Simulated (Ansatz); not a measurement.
# BGeNH6 (SMILES B[NH][GeH3]) at r2SCAN0/6-31G(d) (spherical functions)

Aim: the vertical ionisation energy of BGeNH6 at r2SCAN0/6-31G* (spherical functions), from 2 runs. 

The results are computed with Ansatz 0.2.0.

69 further runs of the same task are left out: 69 set aside as unsound or not needed.

**1. The structure to begin with**

BGeNH6 has 9 atoms, charge 0, and is taken as a singlet. SMILES: `B[NH][GeH3]`. The coordinates come from a PBE0-D4/def2-TZVP relaxation.

Bond lengths: B1–N2 1.392 Å, N2–Ge3 1.854 Å, B1–H4 1.199 Å, B1–H5 1.199 Å, N2–H6 1.010 Å, Ge3–H7 1.538 Å, Ge3–H8 1.530 Å, Ge3–H9 1.538 Å. Some angles: B1–N2–Ge3 126.2°, B1–N2–H6 117.9°, Ge3–N2–H6 115.9°, N2–B1–H4 119.2°, N2–B1–H5 119.6°, N2–Ge3–H7 109.1°, N2–Ge3–H8 106.5°, N2–Ge3–H9 109.1°, H4–B1–H5 121.2°, H7–Ge3–H8 111.5°.

**2. A single-point energy at r2SCAN0/6-31G(d) (spherical functions)**

Contents of run.yaml:

```yaml
crystal:
  periodic: [false, false, false]
  atoms:
    - symbol: B
      position_ang: [-0.874000, 0.629500, -1.162900]
    - symbol: "N"
      position_ang: [-0.023300, 0.687100, -0.062700]
    - symbol: Ge
      position_ang: [0.665200, -0.761400, 0.866600]
    - symbol: H
      position_ang: [-1.217900, -0.440700, -1.581000]
    - symbol: H
      position_ang: [-1.249100, 1.647000, -1.674800]
    - symbol: H
      position_ang: [0.253900, 1.598400, 0.272500]
    - symbol: H
      position_ang: [2.201600, -0.714800, 0.804900]
    - symbol: H
      position_ang: [0.114900, -2.015200, 0.184600]
    - symbol: H
      position_ang: [0.217300, -0.676000, 2.335700]
basis:
  gaussian: {orbitals: 6-31G_st_-spherical.json}
output: {orbitals: {seedname: orbitals}}
hamiltonian: {xc: {name: r2SCAN0}}
accuracy: high
```

The basis set 6-31G* is read from a file made from the Basis Set Exchange's data (not shown).

Launch:

```bash
$ ansatz run run.yaml --threads 1 --pin off --max-ram 3480MiB --events-out events.jsonl --progress --plain --runs-dir runs
```

Standard output:

```text
Warning: RAYON_NUM_THREADS=1 ignored (pool sized by the plan → 1); use --threads N
Functional definition: r2SCAN0
  name "r2SCAN0"
  parameter a = 0.25
  parameter k0 = 0.174
  parameter k1 = 0.065
  parameter a1 = 4.9479
  exchange = (1 - a)*r2scan_x(k0 = k0, k1 = k1, a1 = a1) + a*exact_x
  correlation = r2scan_c
1655 factors; integrals over basis functions are off by at most 4.5e-9 eV
mean field evaluation 1: about -58768.4702 eV, gradient 4.4e1 eV
mean field evaluation 2: about -58763.8132 eV, gradient 6.2e1 eV
mean field evaluation 4: about -58772.3073 eV, gradient 1.8e0 eV
mean field evaluation 8: about -58772.4908 eV, gradient 9.7e-2 eV
mean field evaluation 16: about -58772.4908 eV, gradient 3.0e-5 eV
mean field -58772.49084544 eV, -2159.8492011449 hartree, gradient 5.6e-8 eV, S^2 0.000000; 0 other end points of the search recorded, 0 dependent functions left out
reference -58772.49084616 eV, -2159.8492011713 hartree; 25, 25 occupied and 47, 47 virtual orbitals, 1655 factors
Total energy: -58772.49084616 eV, -2159.8492011713 hartree
```

It took 11 s on 1 thread of Arm Neoverse V2, shared host; peak memory 0.28 GiB.

**3. The doublet cation, same level**

Contents of in.yaml:

```yaml
crystal:
  periodic: [false, false, false]
  atoms:
    - {symbol: B, position_ang: [-0.874000, 0.629500, -1.162900]}
    - {symbol: "N", position_ang: [-0.023300, 0.687100, -0.062700]}
    - {symbol: Ge, position_ang: [0.665200, -0.761400, 0.866600]}
    - {symbol: H, position_ang: [-1.217900, -0.440700, -1.581000]}
    - {symbol: H, position_ang: [-1.249100, 1.647000, -1.674800]}
    - {symbol: H, position_ang: [0.253900, 1.598400, 0.272500]}
    - {symbol: H, position_ang: [2.201600, -0.714800, 0.804900]}
    - {symbol: H, position_ang: [0.114900, -2.015200, 0.184600]}
    - {symbol: H, position_ang: [0.217300, -0.676000, 2.335700]}
basis:
  gaussian: {orbitals: 6-31G_st_-spherical.json}
total_charge: 1
magnetization: {spin_polarized: true, initial_magnetization: 1}
hamiltonian: {xc: {name: r2SCAN0}}
accuracy: high
output: {orbitals: {seedname: orbitals}}
```

The basis set 6-31G* is read from a file made from the Basis Set Exchange's data (not shown).

Launch:

```bash
$ ansatz run in.yaml --threads 1 --pin off --max-ram 3480MiB --events-out events.jsonl --progress --plain --runs-dir runs
```

Standard output (excerpt; [...] marks lines left out):

```text
Warning: RAYON_NUM_THREADS=1 ignored (pool sized by the plan → 1); use --threads N
[... 8 set-up lines as earlier in the session ...]
1655 factors; integrals over basis functions are off by at most 4.4e-9 eV
mean field evaluation 1: about -58749.0029 eV, gradient 5.1e1 eV
mean field evaluation 2: about -58718.9117 eV, gradient 8.6e1 eV
mean field evaluation 4: about -58761.7374 eV, gradient 6.9e0 eV
mean field evaluation 8: about -58762.0431 eV, gradient 1.9e-1 eV
mean field evaluation 16: about -58762.2291 eV, gradient 3.2e-3 eV
mean field evaluation 32: about -58762.2291 eV, gradient 1.1e-7 eV
mean field -58762.22912842 eV, -2159.4720899998 hartree, gradient 4.5e-8 eV, S^2 0.761746; 2 other end points of the search recorded, 0 dependent functions left out
reference -58762.22913007 eV, -2159.4720900607 hartree; 25, 24 occupied and 47, 48 virtual orbitals, 1655 factors
Total energy: -58762.22913007 eV, -2159.4720900607 hartree
```

Wall time 26 s (1 thread of Arm Neoverse V2, shared host); peak memory 0.48 GiB.

**4. What came out**

Level: r2SCAN0/6-31G* (spherical functions).

| quantity | value |
| --- | --- |
| singlet BGeNH6: total energy | -2159.84920 Eh |
| singlet BGeNH6: HOMO energy | -8.32 eV |
| singlet BGeNH6: LUMO energy | 0.87 eV |
| singlet BGeNH6: HOMO–LUMO gap | 9.19 eV |
| doublet cation: total energy | -2159.47209 Eh |
| doublet cation: HOMO energy (highest over α and β) | -14.91 eV |
| doublet cation: LUMO energy (lowest over α and β) | -12.13 eV |
| doublet cation: ⟨S²⟩ | 0.762 |
| vertical ionisation energy (to the doublet cation) | 10.262 eV |

Removing an electron at fixed nuclei costs 10.26 eV (990 kJ/mol). −ε(HOMO) before ionisation, 8.32 eV, is 1.94 eV below this ionisation energy.
